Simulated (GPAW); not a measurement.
# In3Se (Pm-3m) in GPAW: convergence with density grid spacing (A)

Aim: find how far density grid spacing (A) must go before the results for In3Se settle, at PBE. This setting moves, with any that are tied to it; all else stays.

All numbers are computed with GPAW 26.7.0; they aren't measurements. Logs are shortened: lines on timing, memory, paths and dates and some standing lists are left out, and cuts for length are marked. The log counts tension as positive stress, the text compression.

## (1) The crystal as given

The structure is cubic, space group Pm-3m (No. 221). The conventional cell has a = 4.804 Å, b = 4.804 Å, c = 4.804 Å, α = 90.00°, β = 90.00°, γ = 90.00°. In (site symmetry 4/mmm) has 8 In at 3.40 Å and 4 Se at 3.40 Å as nearest neighbours. Around Se (site symmetry m-3m) lie 12 In at 3.40 Å.

The cell comes from a database or a generator and needn't be the stable form of this composition.

## (2) With density grid spacing (A) 0.24

Contents of run.py:

```python
from ase import Atoms
from ase.dft.bandgap import bandgap
from ase.io import write
from ase.units import GPa
from gpaw import GPAW, PW

atoms = Atoms(['In', 'In', 'In', 'Se'],
              cell=[[4.803758, 0.0, 0.0],
                    [0.0, 4.803758, 0.0],
                    [0.0, 0.0, 4.803758]],
              scaled_positions=[[0.5, 0.5, 0.0],
                                [0.5, 0.0, 0.5],
                                [0.0, 0.5, 0.5],
                                [0.0, 0.0, 0.0]],
              pbc=True)

calc = GPAW(mode=PW(600),
            h=0.24,
            xc='PBE',
            kpts={'size': (4, 4, 4), 'gamma': True},
            occupations={'name': 'fermi-dirac', 'width': 0.05},
            nbands=37,
            convergence={'density': 1e-05, 'energy': 1e-05},
            maxiter=100,
            txt='gpaw.txt')
atoms.calc = calc
energy = atoms.get_potential_energy()
forces = atoms.get_forces()
stress = atoms.get_stress()
calc.write('gs.gpw')
write('result.traj', atoms)
print(f'Energy: {energy:.6f} eV')
print('Forces (eV/A):')
print(forces.round(4))
print('Stress (GPa):', (stress / GPa).round(3))
print('Fermi level:', round(calc.get_fermi_level(), 4), 'eV')
print(f'Gap: {bandgap(calc)[0]:.4f} eV, direct: {bandgap(calc, direct=True)[0]:.4f} eV')
```

Potentials or basis: GPAW PAW data sets (gpaw-data 1.2.1), pw.

Started as:

```bash
$ OMP_NUM_THREADS=1 python run.py
```

Run time: 16 s. Hardware: 1 thread of Arm Neoverse V2, shared host; peak memory 0.17 GiB.

What came out:

- Free energy: -12.2730 eV
- Pressure: -0.3 GPa
- Band gap on the k mesh: none (metal or under the smearing width)

## (3) With density grid spacing (A) 0.2

run.py, as its differences from that of step 2:

```diff
@@ -17,3 +17,3 @@
 calc = GPAW(mode=PW(600),
-            h=0.24,
+            h=0.2,
             xc='PBE',
```

Potentials or basis: GPAW PAW data sets (gpaw-data 1.2.1), pw.

Started as:

```bash
$ OMP_NUM_THREADS=1 python run.py
```

Wall time 16 s (1 thread of Arm Neoverse V2, shared host); peak memory 0.18 GiB.

What came out:

```
Free energy            : -12.2665 eV
Pressure               : -0.3 GPa
Band gap on the k mesh : none (metal or under the smearing width)
```

## (4) With density grid spacing (A) 0.17

run.py, as its differences from that of step 3:

```diff
@@ -17,3 +17,3 @@
 calc = GPAW(mode=PW(600),
-            h=0.2,
+            h=0.17,
             xc='PBE',
```

Started as:

```bash
$ OMP_NUM_THREADS=1 python run.py
```

It took 24 s on 1 thread of Arm Neoverse V2, shared host; peak memory 0.2 GiB.

Results:

```yaml
Free_energy: -12.2661 eV
Pressure: -0.3 GPa
Band_gap_on_the_k_mesh: none (metal or under the smearing width)
```

## (5) With density grid spacing (A) 0.15

run.py, as its differences from that of step 4:

```diff
@@ -17,3 +17,3 @@
 calc = GPAW(mode=PW(600),
-            h=0.17,
+            h=0.15,
             xc='PBE',
```

Started as:

```bash
$ OMP_NUM_THREADS=1 python run.py
```

It took 33 s on 1 thread of Arm Neoverse V2, shared host; peak memory 0.23 GiB.

Results (log left out):

```yaml
Free_energy: -12.2660 eV
Pressure: -0.3 GPa
Band_gap_on_the_k_mesh: none (metal or under the smearing width)
```

## (6) With density grid spacing (A) 0.13

run.py, as its differences from that of step 5:

```diff
@@ -17,3 +17,3 @@
 calc = GPAW(mode=PW(600),
-            h=0.15,
+            h=0.13,
             xc='PBE',
```

Potentials or basis: GPAW PAW data sets (gpaw-data 1.2.1), pw.

Started as:

```bash
$ OMP_NUM_THREADS=1 python run.py
```

Run time: 40 s. Hardware: 1 thread of Arm Neoverse V2, shared host; peak memory 0.28 GiB.

It converged, with:

| Quantity | Value |
| --- | --- |
| Free energy | -12.2659 eV |
| Pressure | -0.4 GPa |
| Band gap on the k mesh | none (metal or under the smearing width) |

## (7) With density grid spacing (A) 0.11

run.py, as its differences from that of step 6:

```diff
@@ -17,3 +17,3 @@
 calc = GPAW(mode=PW(600),
-            h=0.13,
+            h=0.11,
             xc='PBE',
```

Started as:

```bash
$ OMP_NUM_THREADS=1 python run.py
```

Run time: 59 s. Hardware: 1 thread of Arm Neoverse V2, shared host; peak memory 0.33 GiB.

It converged, with:

```yaml
Free_energy: -12.2659 eV
Pressure: -0.4 GPa
Band_gap_on_the_k_mesh: none (metal or under the smearing width)
```

## (8) With density grid spacing (A) 0.09

run.py, as its differences from that of step 7:

```diff
@@ -17,3 +17,3 @@
 calc = GPAW(mode=PW(600),
-            h=0.11,
+            h=0.09,
             xc='PBE',
```

Potentials or basis: GPAW PAW data sets (gpaw-data 1.2.1), pw.

Started as:

```bash
$ OMP_NUM_THREADS=1 python run.py
```

gpaw.txt:

```text
__  _  _
 | _ |_)|_||  |
 |__||  | ||/\| - 26.7.0

Input parameters:
  mode=PW(ecut=600.0),
  convergence={'density': 1e-05, 'energy': 1e-05},
  h=0.09,
  kpts=MonkhorstPack(size=(4, 4, 4), gamma=True),
  maxiter=100,
  nbands=37,
  occupations=Occupations(name='fermi-dirac', width=0.05),
  xc=XC(name='PBE')

Diagonalizing LCAO Hamiltonian
Converting LCAO to pw mode
    .-----------.
   /|           |
  / |           |
 *  |           |
 |  |           |
 |In|           |
 |  .--In-------.
 | /           /
 |/     In    /
 Se----------*

Atoms  # Å, Bohr magnetons
|   | symbol |        x |        y |        z |    initial magnetic moments |
|---|--------|----------|----------|----------|-----------------------------|
| 0 |     In | 2.401879 | 2.401879 | 0.000000 | ( 0.0000,  0.0000,  0.0000) |
| 1 |     In | 2.401879 | 0.000000 | 2.401879 | ( 0.0000,  0.0000,  0.0000) |
| 2 |     In | 0.000000 | 2.401879 | 2.401879 | ( 0.0000,  0.0000,  0.0000) |
| 3 |     Se | 0.000000 | 0.000000 | 0.000000 | ( 0.0000,  0.0000,  0.0000) |

Unit cell  # Å
| periodic |        x |        y |        z |  lengths |    angles |
|----------|----------|----------|----------|----------|-----------|
|      yes | 4.803758 | 0.000000 | 0.000000 | 4.803758 | 90.000000 |
|      yes | 0.000000 | 4.803758 | 0.000000 | 4.803758 | 90.000000 |
|      yes | 0.000000 | 0.000000 | 4.803758 | 4.803758 | 90.000000 |

Number of symmetries: 48
Symmetry operations  # r_c * U_cc + t_c -> r_c
|    | kind |            matrix            |
|----|------|------------------------------|
|  0 |  E   |  1, 0, 0,  0, 1, 0,  0, 0, 1 |
|  1 |  σ   |  1, 0, 0,  0, 1, 0,  0, 0,-1 |
|  2 |  σ   |  1, 0, 0,  0, 0, 1,  0, 1, 0 |
|  3 |  C4  |  1, 0, 0,  0, 0, 1,  0,-1, 0 |
|  4 |  C4  |  1, 0, 0,  0, 0,-1,  0, 1, 0 |
|  5 |  σ   |  1, 0, 0,  0, 0,-1,  0,-1, 0 |
|  6 |  σ   |  1, 0, 0,  0,-1, 0,  0, 0, 1 |
|  7 |  C2  |  1, 0, 0,  0,-1, 0,  0, 0,-1 |
|  8 |  σ   |  0, 1, 0,  1, 0, 0,  0, 0, 1 |
|  9 |  C2  |  0, 1, 0,  1, 0, 0,  0, 0,-1 |
| 10 |  C3  |  0, 1, 0,  0, 0, 1,  1, 0, 0 |
| 11 |  S6  |  0, 1, 0,  0, 0, 1, -1, 0, 0 |
| 12 |  S6  |  0, 1, 0,  0, 0,-1,  1, 0, 0 |
| 13 |  C3  |  0, 1, 0,  0, 0,-1, -1, 0, 0 |
| 14 |  C4  |  0, 1, 0, -1, 0, 0,  0, 0, 1 |
| 15 |  S4  |  0, 1, 0, -1, 0, 0,  0, 0,-1 |
| 16 |  C3  |  0, 0, 1,  1, 0, 0,  0, 1, 0 |
| 17 |  S6  |  0, 0, 1,  1, 0, 0,  0,-1, 0 |
| 18 |  σ   |  0, 0, 1,  0, 1, 0,  1, 0, 0 |
| 19 |  C4  |  0, 0, 1,  0, 1, 0, -1, 0, 0 |
| 20 |  C2  |  0, 0, 1,  0,-1, 0,  1, 0, 0 |
| 21 |  S4  |  0, 0, 1,  0,-1, 0, -1, 0, 0 |
| 22 |  S6  |  0, 0, 1, -1, 0, 0,  0, 1, 0 |
| 23 |  C3  |  0, 0, 1, -1, 0, 0,  0,-1, 0 |
| 24 |  S6  |  0, 0,-1,  1, 0, 0,  0, 1, 0 |
| 25 |  C3  |  0, 0,-1,  1, 0, 0,  0,-1, 0 |
| 26 |  C4  |  0, 0,-1,  0, 1, 0,  1, 0, 0 |
| 27 |  σ   |  0, 0,-1,  0, 1, 0, -1, 0, 0 |
| 28 |  S4  |  0, 0,-1,  0,-1, 0,  1, 0, 0 |
| 29 |  C2  |  0, 0,-1,  0,-1, 0, -1, 0, 0 |
| 30 |  C3  |  0, 0,-1, -1, 0, 0,  0, 1, 0 |
| 31 |  S6  |  0, 0,-1, -1, 0, 0,  0,-1, 0 |
| 32 |  C4  |  0,-1, 0,  1, 0, 0,  0, 0, 1 |
| 33 |  S4  |  0,-1, 0,  1, 0, 0,  0, 0,-1 |
| 34 |  S6  |  0,-1, 0,  0, 0, 1,  1, 0, 0 |
| 35 |  C3  |  0,-1, 0,  0, 0, 1, -1, 0, 0 |
| 36 |  C3  |  0,-1, 0,  0, 0,-1,  1, 0, 0 |
| 37 |  S6  |  0,-1, 0,  0, 0,-1, -1, 0, 0 |
| 38 |  σ   |  0,-1, 0, -1, 0, 0,  0, 0, 1 |
| 39 |  C2  |  0,-1, 0, -1, 0, 0,  0, 0,-1 |
| 40 |  σ   | -1, 0, 0,  0, 1, 0,  0, 0, 1 |
| 41 |  C2  | -1, 0, 0,  0, 1, 0,  0, 0,-1 |
| 42 |  C2  | -1, 0, 0,  0, 0, 1,  0, 1, 0 |
| 43 |  S4  | -1, 0, 0,  0, 0, 1,  0,-1, 0 |
| 44 |  S4  | -1, 0, 0,  0, 0,-1,  0, 1, 0 |
| 45 |  C2  | -1, 0, 0,  0, 0,-1,  0,-1, 0 |
| 46 |  C2  | -1, 0, 0,  0,-1, 0,  0, 0, 1 |
| 47 |  i   | -1, 0, 0,  0,-1, 0,  0, 0,-1 |

BZ-sampling:
  Number of BZ points: 64
  Number of IBZ points: 10

  Monkhorst-Pack size: [4, 4, 4]
  Monkhorst-Pack shift: [0.125, 0.125, 0.125]

K-points  # in reciprocal-cell coordinates
|   |                                coordinates |     weight |
|---|--------------------------------------------|------------|
| 0 | (  0.00000000,   0.00000000,   0.00000000) | 0.01562500 |
| 1 | (  0.25000000,   0.00000000,   0.00000000) | 0.09375000 |
| 2 | (  0.25000000,   0.25000000,   0.00000000) | 0.18750000 |
| 3 | (  0.25000000,   0.25000000,   0.25000000) | 0.12500000 |
| 4 | (  0.50000000,   0.00000000,   0.00000000) | 0.04687500 |
| 5 | (  0.50000000,   0.25000000,   0.00000000) | 0.18750000 |
| 6 | (  0.50000000,   0.25000000,   0.25000000) | 0.18750000 |
| 7 | (  0.50000000,   0.50000000,   0.00000000) | 0.04687500 |
| 8 | (  0.50000000,   0.50000000,   0.25000000) | 0.09375000 |
| 9 | (  0.50000000,   0.50000000,   0.50000000) | 0.01562500 |

Plane wave coefficients: 3743
Cutoff: 600.0 eV

Spin-components: 1 (collinear spins)
Bands:           37
Projectors:      23
Spin-degeneracy: 2
Datatype:        complex128

Parallelization:
  kpt:    1
  domain: 1
  band:   1

Density:
  Valence electrons: 45.0
  Components: 1
  Grid points: [54 54 54]
  Charge: 0.0  # |e|

Potential:
  Grid points: [54 54 54]

species:
  In:
    name:    Indium
    Z:       49.0
    valence: 13
    core:    36
    charge:  0.0  # [|e|]
    compensation charges:
      type: gauss
      rc: 0.36  # [Å]
      lmax: 2
    cutoffs:
      filter: 2.09  # [Å]
      core: 2.48  # [Å]
    projectors
    | kind |    occ | energy [eV] | rcut [Å] |
    |------|--------|-------------|----------|
    |   5s |  2.000 |      -8.203 |    1.185 |
    |   5p |  1.000 |      -2.521 |    1.244 |
    |   4d | 10.000 |     -18.629 |    1.148 |
    |    s |        |      19.008 |    1.185 |
    |    p |        |      24.691 |    1.244 |
    |    d |        |       8.583 |    1.148 |

    Using partial waves for In as LCAO basis

  Se:
    name:    Selenium
    Z:       34.0
    valence: 6
    core:    28
    charge:  0.0  # [|e|]
    compensation charges:
      type: gauss
      rc: 0.27  # [Å]
      lmax: 2
    cutoffs:
      filter: 1.77  # [Å]
      core: 2.67  # [Å]
    projectors
    | kind |    occ | energy [eV] | rcut [Å] |
    |------|--------|-------------|----------|
    |   4s |  2.000 |     -17.277 |    0.847 |
    |   4p |  4.000 |      -6.512 |    1.005 |
    |    s |        |       9.935 |    0.847 |
    |    p |        |      20.699 |    1.005 |
    |    d |        |       0.000 |    0.847 |

    Using partial waves for Se as LCAO basis

Reference energy: -546029.791111  # eV

eigensolver:
  PPCG
  Converge bands: occupied
  niter=2

density mixing:
  MSR1-Mixer
  Pratt-step length: 0.05
  Maximum mixing coefficient: 0.75
  Old densities: 10
  SVD Regularization: 0.005
  Good broyden scale: 1.0
  Trust region scale: 1.0
  Backstep threshold: 4.0
  History deletion threshold: 6.0
  Fourier metric: weight=20.0, sigma=0.015

occupation numbers:
  Fermi-Dirac:
    width: 0.0500  # eV

poisson solver:
  ecut: 4800.0  # eV

xc functional:
  name: PBE with 2 nearest neighbor stencil

convergence criteria:
- Maximum integral of absolute [dens]ity change: 1e-05 electrons / valence electron
- Maximum [total energy] change in last 3 cyles: 1e-05 eV / valence electron
- Maximum integral of absolute [eigenst]ate change: 4e-08 eV^2 / valence electron
maximum number of iterations: 100

SCF iterations
|iter     | |      energy | eigst |  dens |
|---------|-|-------------|-------|-------|
|iter:   1| |  -12.536555 | -0.06 |       |
|iter:   2| |  -12.493940 | -2.02 | -1.48 |
|iter:   3| |  -12.267869 | -2.49 | -1.53 |
|iter:   4| |  -12.260186 | -3.88 | -1.95 |
|iter:   5| |  -12.258995 | -4.12 | -2.33 |
|iter:   6| |  -12.259040 | -5.49 | -3.33 |
|iter:   7| |  -12.259055c| -5.86 | -3.68 |
|iter:   8| |  -12.259055c| -7.69c| -4.64 |
|iter:   9| |  -12.259055c| -7.92c| -5.22c|

Converged in 9 steps
Energy contributions relative to reference atoms: (reference = -546029.791111)

Energy contributions:
  Kinetic:          38.502978
  Coulomb:         -37.389101
  Zero:              0.453550
  External:          0.000000
  Xc:              -13.819671
  Entropy:          -0.013623
  Spinorbit:         0.000000
  ----------------------------
  Free energy:     -12.265866
  Extrapolated:    -12.259055

dipole moment: (-33.927647, -33.927647, -33.927647)  # |e|*Ang

Fermi level: 6.080
Eigenvalues  # (at kpt = [0.000, 0.000, 0.000])
| band index |      eig [eV] | occ [0-2] |
|------------|---------------|-----------|
|          0 |        -8.692 |     2.000 |
|        ... |               |           |
|         14 |        -8.259 |     2.000 |
|         15 |        -6.689 |     2.000 |
|         16 |        -1.119 |     2.000 |
|         17 |         2.778 |     2.000 |
|         18 |         2.778 |     2.000 |
|         19 |         2.778 |     2.000 |
[... 8 lines left out ...]
|         28 |        11.308 |     0.000 |
|         29 |        12.881 |     0.000 |
|        ... |               |           |
|         36 |        14.348 |     0.000 |

No gap
No difference between direct/indirect transitions

Forces  # eV/Ang
|        x |        y |        z |
|----------|----------|----------|
| -0.00000 | -0.00000 |  0.00000 |  # In   0
|  0.00000 |  0.00000 | -0.00000 |  # In   1
| -0.00000 |  0.00000 |  0.00000 |  # In   2
|  0.00000 |  0.00000 |  0.00000 |  # Se   3

Stress tensor  # eV/Ang^3
|        x |        y |        z |
|----------|----------|----------|
| 0.002186 | 0.000000 | 0.000000 |
| 0.000000 | 0.002186 | 0.000000 |
| 0.000000 | 0.000000 | 0.002186 |

# Writing to gs.gpw (mode='')
```

stdout:

```text
Energy: -12.259055 eV
Forces (eV/A):
[[-0. -0.  0.]
 [ 0.  0. -0.]
 [-0.  0.  0.]
 [ 0.  0.  0.]]
Stress (GPa): [0.35 0.35 0.35 0.   0.   0.  ]
Fermi level: 6.0805 eV
Gap: 0.0000 eV, direct: 0.0000 eV
```

Wall time 85 s (1 thread of Arm Neoverse V2, shared host); peak memory 0.5 GiB.

What came out:

- Free energy: -12.2659 eV
- Pressure: -0.4 GPa
- Band gap on the k mesh: none (metal or under the smearing width)

## (9) Result

| density grid spacing (A) | energy less the tightest run, at zero smearing (meV/atom) | SCF cycles | CPU time (s) | peak memory (GiB) |
| --- | --- | --- | --- | --- |
| 0.24 | -1.78 | 9 | 16 | 0.17 |
| 0.2 | -0.17 | 9 | 16 | 0.18 |
| 0.17 | -0.06 | 9 | 24 | 0.2 |
| 0.15 | -0.03 | 9 | 33 | 0.23 |
| 0.13 | -0.02 | 9 | 40 | 0.28 |
| 0.11 | -0.01 | 9 | 59 | 0.33 |
| 0.09 | 0.00 | 9 | 85 | 0.5 |

Against the tightest run, the energy stays within 1 meV/atom from 0.2 on. The tightest run that finished is the yardstick and may itself not be fully converged.
